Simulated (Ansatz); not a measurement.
# Zr3W: the cost of one run

Method: DFT PBE, scalar-relativistic, plane waves, PAW, unless a step names another level, in Ansatz 0.2.0.

17 further runs of the same task are left out: 2 that didn't finish, 15 set aside as unsound or not needed.

## Step 1: The formula and the candidates

Pauling electronegativities: Zr 1.33, W 2.36 (spread 1.03). No set of common oxidation states balances it. Tabulated atomic sizes suggest about 16 Å³/atom. 38 candidates were drawn, by swapping species into database cells of other compounds, at random by space group and Wyckoff sites, or by hand, as the table says:

```tsv
name	made from	space group no.	Wyckoff sites	atoms (primitive cell)	V (Å³/atom)
c01	random	191	Zr 4h, 2d; W 1a, 1b	8	17.8
c02	random	225	Zr 8c, 4a; W 4b	4	20.1
c03	database cell of Ag3Sb	25	Zr 1c, 1b, 1d; W 1a	4	14.0
c04	random	166	Zr 9e; W 3a	4	16.8
c05	database cell of Nb3Au	65	Zr 4l, 2d; W 2a	4	17.8
c06	random	166	Zr 6c, 3b; W 3a	4	19.7
c07	random	186	Zr 6c; W 2b	8	20.3
c08	database cell of YbIn3	221	Zr 3c; W 1a	4	17.5
c09	database cell of HoCd3	63	Zr 4c, 8g; W 4c	8	16.2
c10	random	139	Zr 2a, 4c; W 2b	4	20.8
c11	random	65	Zr 4f, 2a; W 2c	4	17.0
c12	random	221	Zr 3c; W 1b	4	16.5
c13	random	216	Zr 24g; W 4b, 4d	8	18.8
c14	database cell of Sb3Au	229	Zr 6b; W 2a	4	17.3
c15	database cell of Fe3Pt	123	Zr 2f, 1b; W 1d	4	17.9
c16	random	2	Zr 1g, 1b, 1c; W 1d	4	18.8
c17	database cell of Tc3Os	194	Zr 6h; W 2d	8	14.5
c18	random	65	Zr 4i, 2d; W 2c	4	18.5
c19	random	187	Zr 6n; W 2g	8	18.9
c20	database cell of Mg3Zn	194	Zr 6h; W 2c	8	20.2
c21	random	187	Zr 1e, 1f, 1d; W 1a	4	17.7
c22	random	191	Zr 2d, 1a; W 1b	4	19.6
c23	database cell of NbPd3	139	Zr 4d, 2b; W 2a	4	16.7
c24	database cell of Nb3Ga	223	Zr 6c; W 2a	8	17.5
c25	random	156	Zr 3d; W 1a	4	19.0
c26	random	156	Zr 1b, 1c, 1a; W 1a	4	20.0
c27	random	12	Zr 2b, 4f; W 2a	4	19.5
c28	database cell of Sn3Pb	47	Zr 2r, 1c; W 1a	4	17.4
c29	random	48	Zr 4e, 2a; W 2d	8	18.5
c30	database cell of Tb3Pr	187	Zr 1b, 2i; W 1a	4	21.3
c31	random	141	Zr 4b, 8c; W 4a	8	20.1
c32	database cell of Na3N	221	Zr 3d; W 1a	4	22.7
c33	random	44	Zr 4d, 2b; W 2b	4	19.1
c34	random	189	Zr 3f; W 1b	4	16.5
c35	database cell of Mg3Pd	194	Zr 2b, 4f; W 2c	8	20.0
c36	database cell of PrMg3	225	Zr 4b, 8c; W 4a	4	21.5
c37	random	191	Zr 3g; W 1a	4	20.8
c38	random	141	Zr 8e, 4b; W 4a	8	18.4
```

## Step 2: Screening run of c01

File input.yaml:

```yaml
crystal:
  lattice:
    - [5.2266761, 0.0, 0.0]
    - [-2.61333805, 4.52643428, 0.0]
    - [0.0, 0.0, 6.01431557]
  atoms:
    - { symbol: Zr, position: [0.33333333, 0.66666667, 0.81382014] }
    - { symbol: Zr, position: [0.33333333, 0.66666667, 0.18617986] }
    - { symbol: Zr, position: [0.66666667, 0.33333333, 0.18617986] }
    - { symbol: Zr, position: [0.66666667, 0.33333333, 0.81382014] }
    - { symbol: Zr, position: [0.33333333, 0.66666667, 0.5] }
    - { symbol: Zr, position: [0.66666667, 0.33333333, 0.5] }
    - { symbol: W, position: [0.0, 0.0, 0.0] }
    - { symbol: W, position: [0.0, 0.0, 0.5] }
basis:
  ecutwfc: 420
kpoints:
  mp_grid: { grid: [4, 4, 3] }
hamiltonian:
  xc: pbe
scf:
  occupations: { method: gaussian, width: 0.2 }
  lower_state_search: "off"
output:
  forces: true
  stress: true
  eigenvalues: true
relax:
  adjacent_minimum: "off"
  f_tol: 0.08
  max_steps: 16
  cell: { stress_tol: 0.8 }
```

Started as:

```sh
> ansatz run input.yaml --threads 1 --pin off --max-ram 2560MiB --backend cpu --events-out ev --progress --plain --runs-dir out
```

What time and memory should one allow on 1 thread of Intel Xeon at 2.50GHz (Skylake/Cascade Lake), shared host?

About 3.1 min, with a peak of 0.49 GiB.
